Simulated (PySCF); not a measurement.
# SnHBrOF2 (SMILES [OH][Sn]([F])([F])[Br]) at 6 levels

We compute a comparison of 6 runs (HF/STO-3G, HF/3-21G, HF/def2-TZVP, SVWN5/def2-SVP, B3LYP/def2-TZVP, PBE/def2-TZVP) of SnHBrOF2. The job is set up through a Python script.

Program for the calculation: PySCF 2.14.0.

3 further runs of the same task are left out: 2 that didn't finish, 1 set aside as unsound or not needed.

## 1. The molecule

The species is SnHBrOF2 (6 atoms), meant as a singlet with charge 0. SMILES: `[OH][Sn]([F])([F])[Br]`. The coordinates come from a PBE0-D4/def2-TZVP relaxation. This is one conformer, not always the lowest.

Bond lengths: O1–Sn2 1.925 Å, Sn2–F3 1.886 Å, Sn2–F4 1.895 Å, Sn2–Br5 2.424 Å, O1–H6 0.962 Å. Angles: O1–Sn2–F3 105.7°, O1–Sn2–F4 109.6°, O1–Sn2–Br5 115.8°, F3–Sn2–F4 105.9°, F3–Sn2–Br5 110.7°, F4–Sn2–Br5 108.6°, Sn2–O1–H6 113.6°.

## 2. Energy and gradient at HF/STO-3G (run 1)

Contents of input.py:

```python
from pyscf import gto

mol = gto.M(
    atom=[
    ('O', (-0.508100, 0.063600, 1.499700)),
    ('Sn', (-0.078900, -0.013200, -0.374900)),
    ('F', (-1.653500, 0.495100, -1.280000)),
    ('F', (0.253500, -1.809000, -0.879000)),
    ('Br', (1.795600, 1.350200, -1.085700)),
    ('H', (0.233500, -0.150700, 2.073700)),
],
    spin=0,
    basis='sto-3g',
    charge=0,
    verbose=3,
    max_memory=1860,
)

mf = mol.RHF()
mf.conv_tol = 1e-10
mf.kernel()
if not mf.converged:
    mf = mf.newton().run(mf.mo_coeff, mf.mo_occ)

energy = mf.e_tot
print('E(%s) = %.9f' % ('HF', energy))
grad = mf.nuc_grad_method().kernel()
dip = mf.dip_moment()
pop, q = mf.mulliken_pop()
```

Run with:

```bash
$ OMP_NUM_THREADS=1 python input.py
```

The log of the run:

```text
converged SCF energy = -8778.54989186669
E(HF) = -8778.549891867
--------------- RHF gradients ---------------
         x                y                z
0 O     0.0217285927    -0.0084667201     0.0253010319
1 Sn     0.0074135732     0.0118351034    -0.0015658846
2 F    -0.0075687726     0.0007354025    -0.0041025546
3 F     0.0008307666    -0.0119161544    -0.0038393974
4 Br     0.0019681276     0.0009017403    -0.0021147135
5 H    -0.0243722874     0.0069106283    -0.0136784819
----------------------------------------------
Dipole moment(X, Y, Z, Debye):  0.41559, -0.59633,  1.24307
 ** Mulliken pop  **
pop of  0 O 1s            1.99794
pop of  0 O 2s            1.84970
pop of  0 O 2px           1.46305
pop of  0 O 2py           1.91014
pop of  0 O 2pz           1.26693
pop of  1 Sn 1s           2.00000
pop of  1 Sn 2s           1.99965
pop of  1 Sn 3s           1.99830
pop of  1 Sn 4s           2.00891
pop of  1 Sn 5s           0.95802
pop of  1 Sn 2px          2.00007
pop of  1 Sn 2py          2.00007
pop of  1 Sn 2pz          2.00006
pop of  1 Sn 3px          1.99811
pop of  1 Sn 3py          1.99816
pop of  1 Sn 3pz          1.99820
pop of  1 Sn 4px          1.99550
pop of  1 Sn 4py          1.99565
pop of  1 Sn 4pz          1.99627
pop of  1 Sn 5px          0.58632
pop of  1 Sn 5py          0.58588
pop of  1 Sn 5pz          0.59074
pop of  1 Sn 3dxy         1.99985
pop of  1 Sn 3dyz         1.99993
pop of  1 Sn 3dz^2        1.99962
pop of  1 Sn 3dxz         1.99979
pop of  1 Sn 3dx2-y2      1.99977
pop of  1 Sn 4dxy         1.99549
pop of  1 Sn 4dyz         1.99803
pop of  1 Sn 4dz^2        1.98882
pop of  1 Sn 4dxz         1.99372
pop of  1 Sn 4dx2-y2      1.99322
pop of  2 F 1s            1.99935
pop of  2 F 2s            1.96670
pop of  2 F 2px           1.60479
pop of  2 F 2py           1.92538
pop of  2 F 2pz           1.84702
pop of  3 F 1s            1.99937
pop of  3 F 2s            1.96723
pop of  3 F 2px           1.94344
pop of  3 F 2py           1.51601
pop of  3 F 2pz           1.92222
pop of  4 Br 1s           2.00000
pop of  4 Br 2s           1.99984
pop of  4 Br 3s           1.99961
pop of  4 Br 4s           1.97368
pop of  4 Br 2px          1.99989
pop of  4 Br 2py          1.99994
pop of  4 Br 2pz          1.99997
pop of  4 Br 3px          1.99372
pop of  4 Br 3py          1.99644
pop of  4 Br 3pz          1.99856
pop of  4 Br 4px          1.63121
pop of  4 Br 4py          1.79275
pop of  4 Br 4pz          1.91675
pop of  4 Br 3dxy         1.99952
pop of  4 Br 3dyz         1.99991
pop of  4 Br 3dz^2        1.99987
pop of  4 Br 3dxz         1.99984
pop of  4 Br 3dx2-y2      1.99990
pop of  5 H 1s            0.84120
 ** Mulliken atomic charges  **
charge of    0O =     -0.48776
charge of    1Sn =      1.32184
charge of    2F =     -0.34323
charge of    3F =     -0.34827
charge of    4Br =     -0.30138
charge of    5H =      0.15880
```

Run time: 24 s. Hardware: 1 thread of Intel Xeon at 2.50GHz (Skylake/Cascade Lake), shared host; peak memory 0.13 GiB.

## 3. Energy and gradient at HF/3-21G (run 2)

Contents of input.py:

```python
# [OH][Sn]([F])([F])[Br]
import pyscf.grad
from pyscf import gto, scf

molecule = gto.M(
    atom='''
O     -0.960170     0.120187     2.834022
Sn    -0.149099    -0.024944    -0.708458
F     -3.124662     0.935603    -2.418849
F      0.479046    -3.418515    -1.661069
Br     3.393192     2.551508    -2.051676
H      0.441251    -0.284782     3.918725
''',
    max_memory=1860,
    basis='3-21g',
    unit='bohr',
    charge=0,
    verbose=4,
)

hf = scf.RHF(molecule)
hf.conv_tol = 1e-10
hf.kernel()
if not hf.converged:
    hf = hf.newton().run(hf.mo_coeff, hf.mo_occ)

e_final = hf.e_tot
print('E = %.10f Eh' % e_final)
grad = hf.Gradients().kernel()
dip = hf.dip_moment()
pop, q = hf.mulliken_pop()
```

Run with:

```bash
$ OMP_NUM_THREADS=1 python input.py
```

The log of the run:

```text
PySCF version 2.14.0

[... 62 lines left out ...]
converged SCF energy = -8829.30369602757
[... 13 lines left out ...]
Dipole moment(X, Y, Z, Debye):  2.14750,  0.17049,  2.01382
[... 50 lines left out ...]
pop of  3 F 1s            1.98443
pop of  3 F 2s            0.43902
pop of  3 F 3s            1.54484
pop of  3 F 2px           0.86099
pop of  3 F 2py           0.73351
pop of  3 F 2pz           0.85433
pop of  3 F 3px           1.07702
pop of  3 F 3py           0.97064
pop of  3 F 3pz           1.07186
pop of  4 Br 1s           1.99982
pop of  4 Br 2s           1.99688
pop of  4 Br 3s           2.00154
pop of  4 Br 4s           0.75844
pop of  4 Br 5s           1.26123
pop of  4 Br 2px          1.99644
pop of  4 Br 2py          1.99661
pop of  4 Br 2pz          1.99673
pop of  4 Br 3px          1.98986
pop of  4 Br 3py          1.99083
pop of  4 Br 3pz          1.99160
pop of  4 Br 4px          0.71051
pop of  4 Br 4py          0.76405
pop of  4 Br 4pz          0.80550
pop of  4 Br 5px          0.97394
pop of  4 Br 5py          1.05010
pop of  4 Br 5pz          1.10987
pop of  4 Br 3dxy         1.99953
pop of  4 Br 3dyz         1.99990
pop of  4 Br 3dz^2        1.99987
pop of  4 Br 3dxz         1.99983
pop of  4 Br 3dx2-y2      1.99988
pop of  5 H 1s            0.42116
pop of  5 H 2s            0.17441
 ** Mulliken atomic charges  **
charge of    0O =     -0.83749
charge of    1Sn =      1.89399
charge of    2F =     -0.53133
charge of    3F =     -0.53664
charge of    4Br =     -0.39296
charge of    5H =      0.40443
```

Run time: 23 s. Hardware: 1 thread of Intel Xeon at 2.50GHz (Skylake/Cascade Lake), shared host; peak memory 0.16 GiB.

Runs 3 to 5 aren't shown in full; the table further down has their settings and results.

## 4. Energy and gradient at PBE/def2-TZVP (core potential) (run 6)

Contents of job.py:

```python
from pyscf import gto, dft

molecule = gto.Mole()
molecule.atom = '''
O     -0.960170     0.120187     2.834022
Sn    -0.149099    -0.024944    -0.708458
F     -3.124662     0.935603    -2.418849
F      0.479046    -3.418515    -1.661069
Br     3.393192     2.551508    -2.051676
H      0.441251    -0.284782     3.918725
'''
molecule.max_memory = 1860
molecule.unit = 'bohr'
molecule.ecp = {'Sn': 'def2-svp'}
molecule.basis = 'def2-tzvp'
molecule.verbose = 3
molecule.build()

mf = dft.RKS(molecule)
mf.xc = 'pbe'
mf.grids.level = 5
mf.conv_tol = 1e-10
mf.kernel()
if not mf.converged:
    mf = mf.newton().run(mf.mo_coeff, mf.mo_occ)

etot = mf.e_tot
print('E(%s) = %.9f' % ('PBE', etot))
grad = mf.nuc_grad_method().kernel()
dip = mf.dip_moment()
pop, q = mf.mulliken_pop()
```

Run with:

```bash
$ OMP_NUM_THREADS=1 python job.py
```

The log of the run:

```text
converged SCF energy = -3063.57195755509
[... 10 lines left out ...]
Dipole moment(X, Y, Z, Debye):  2.08757,  0.71490,  1.64791
[... 165 lines left out ...]
pop of  4 Br 3dxy         1.78792
pop of  4 Br 3dyz         1.78834
pop of  4 Br 3dz^2        1.78832
pop of  4 Br 3dxz         1.78805
pop of  4 Br 3dx2-y2      1.78777
pop of  4 Br 4dxy         0.20260
pop of  4 Br 4dyz         0.20203
pop of  4 Br 4dz^2        0.20210
pop of  4 Br 4dxz         0.20239
pop of  4 Br 4dx2-y2      0.20271
pop of  4 Br 5dxy         0.01097
pop of  4 Br 5dyz         0.00880
pop of  4 Br 5dz^2        0.00889
pop of  4 Br 5dxz         0.00922
pop of  4 Br 5dx2-y2      0.00891
pop of  4 Br 6dxy         0.01081
pop of  4 Br 6dyz         0.00430
pop of  4 Br 6dz^2        0.00528
pop of  4 Br 6dxz         0.00648
pop of  4 Br 6dx2-y2      0.00717
pop of  4 Br 4f-3         0.00085
pop of  4 Br 4f-2         0.00063
pop of  4 Br 4f-1         0.00021
pop of  4 Br 4f+0         0.00032
pop of  4 Br 4f+1         0.00038
pop of  4 Br 4f+2         0.00020
pop of  4 Br 4f+3         0.00060
pop of  5 H 1s            0.25905
pop of  5 H 2s            0.33273
pop of  5 H 3s            0.03533
pop of  5 H 2px           0.01705
pop of  5 H 2py           0.01719
pop of  5 H 2pz           0.01744
 ** Mulliken atomic charges  **
charge of    0O =     -0.57545
charge of    1Sn =      1.30292
charge of    2F =     -0.40046
charge of    3F =     -0.40318
charge of    4Br =     -0.24502
charge of    5H =      0.32120
```

It took 7.8 min on 1 thread of Intel Xeon at 2.50GHz (Skylake/Cascade Lake), shared host; peak memory 3 GiB.

## 5. The series

| run | level | core potential | integration grid | energy (Eh) | dipole moment (D) | HOMO energy (eV) | LUMO energy (eV) | wall time |
| --- | --- | --- | --- | --- | --- | --- | --- | --- |
| 1 | HF/STO-3G | – | – | -8778.549892 | 1.44 | -8.82 | 7.12 | 24 s |
| 2 | HF/3-21G | – | – | -8829.303696 | 2.95 | -12.41 | 1.20 | 23 s |
| 3 | HF/def2-TZVP (core potential) | def2-svp | – | -3060.347214 | 3.12 | -12.67 | 0.82 | 5.9 min |
| 4 | SVWN5/def2-SVP (core potential) | def2-svp | 5 | -3057.861722 | 2.85 | -8.02 | -3.98 | 86 s |
| 5 | B3LYP/def2-TZVP (core potential) | def2-svp | 5 | -3064.321448 | 2.91 | -9.25 | -3.31 | 8.3 min |
| 6 | PBE/def2-TZVP (core potential) | def2-svp | 5 | -3063.571958 | 2.75 | -8.10 | -3.89 | 7.8 min |

## 6. Summary of results

| quantity | value |
| --- | --- |
| run 6: total energy | -3063.57196 Eh |
| run 6: dipole moment | 2.75 D |
| run 6: HOMO energy | -8.10 eV |
| run 6: LUMO energy | -3.89 eV |
| run 6: HOMO–LUMO gap | 4.21 eV |
| run 6: largest force on an atom | 0.779 eV/Å |

**Reading.** The dipole moment (its size) runs from 1.44 D (HF/STO-3G) to 3.12 D (HF/def2-TZVP). The two ends differ in basis and core potential. The HOMO–LUMO gap runs from 4.04 eV (SVWN5/def2-SVP) to 15.95 eV (HF/STO-3G). The two ends differ in method and basis and core potential. Totals of different functionals can't be ranked against each other. Some runs of one species differ in core potentials or relativity; totals across that change don't compare. In run 1 the basis is minimal, so the values are rough. In runs 1, 2 relativity is left out where basis or elements ask for it. All runs together took 24 min, the longest 8.3 min.
